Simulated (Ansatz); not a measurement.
# H8SeSi2: the cost of one run

Program: Ansatz 0.2.0. Level of theory: RKS PBE0/def2-SVP. These are calculated values, not measurements.

1 further run of the same task is left out (it didn't finish).

### Step 1. The system as given

Bond lengths: Si1–H3 1.467 Å, Si1–H4 1.473 Å, Si1–Si5 2.338 Å, Si1–Se7 2.696 Å, Si5–H8 1.460 Å, Si5–H9 1.463 Å, Si5–H10 1.464 Å, Se7–H11 1.442 Å. Angles: H3–Si1–H4 103.1°, H3–Si1–Si5 126.3°, H3–Si1–Se7 101.5°, H4–Si1–Si5 110.3°, H4–Si1–Se7 96.0°, Si5–Si1–Se7 114.9°, Si1–Si5–H8 112.8°, Si1–Si5–H9 108.2°, Si1–Si5–H10 109.3°, H8–Si5–H9 109.7°, H8–Si5–H10 108.9°, H9–Si5–H10 107.8°, Si1–Se7–H11 117.6°.

Coordinates:

```xyz
11

Si   -0.4651   -0.2749   -0.7190
H     1.2118    0.5599   -0.5596
H    -0.0379   -0.5090   -2.1031
H    -1.9341   -0.3443   -0.8055
Si    0.2905   -1.4182    1.1757
H     1.4600    1.4996   -0.5326
Se   -0.3183    2.4122   -0.5567
H     0.5567   -0.5294    2.3025
H    -0.7255   -2.4014    1.5514
H     1.5170   -2.1467    0.8451
H    -1.5551    3.1525   -0.5982
```

### Step 2. Pulling towards end A

Springs on the bonds that form and break draw the guess towards this end; the thresholds are loose.

File input.yaml:

```yaml
crystal:
  periodic: [false, false, false]
  atoms:
    - { symbol: Si, position_ang: [-0.4651, -0.2749, -0.719] }
    - { symbol: H, position_ang: [1.2118, 0.5599, -0.5596] }
    - { symbol: H, position_ang: [-0.0379, -0.509, -2.1031] }
    - { symbol: H, position_ang: [-1.9341, -0.3443, -0.8055] }
    - { symbol: Si, position_ang: [0.2905, -1.4182, 1.1757] }
    - { symbol: H, position_ang: [1.46, 1.4996, -0.5326] }
    - { symbol: Se, position_ang: [-0.3183, 2.4122, -0.5567] }
    - { symbol: H, position_ang: [0.5567, -0.5294, 2.3025] }
    - { symbol: H, position_ang: [-0.7255, -2.4014, 1.5514] }
    - { symbol: H, position_ang: [1.517, -2.1467, 0.8451] }
    - { symbol: H, position_ang: [-1.5551, 3.1525, -0.5982] }
basis:
  gaussian: { orbitals: def2-SVP }
hamiltonian:
  xc: pbe0
relax:
  f_tol: 0.15
  max_steps: 25
  restrain:
    - { distance: [0, 6], at: 3.61, k: 30.0 }
    - { distance: [5, 1], at: 1.92, k: 30.0 }
    - { distance: [0, 1], at: 1.42, k: 30.0 }
    - { distance: [5, 6], at: 1.51, k: 30.0 }
```

Command:

```console
$ ansatz run input.yaml --threads 2 --pin off --max-ram 3072MiB --backend cpu --events-out ev --progress --plain --runs-dir out
```

Q: Estimate wall time and peak memory on 2 threads of AMD EPYC 9R14 (Zen 4), shared host.

About 34 s, with a peak of 0.27 GiB.
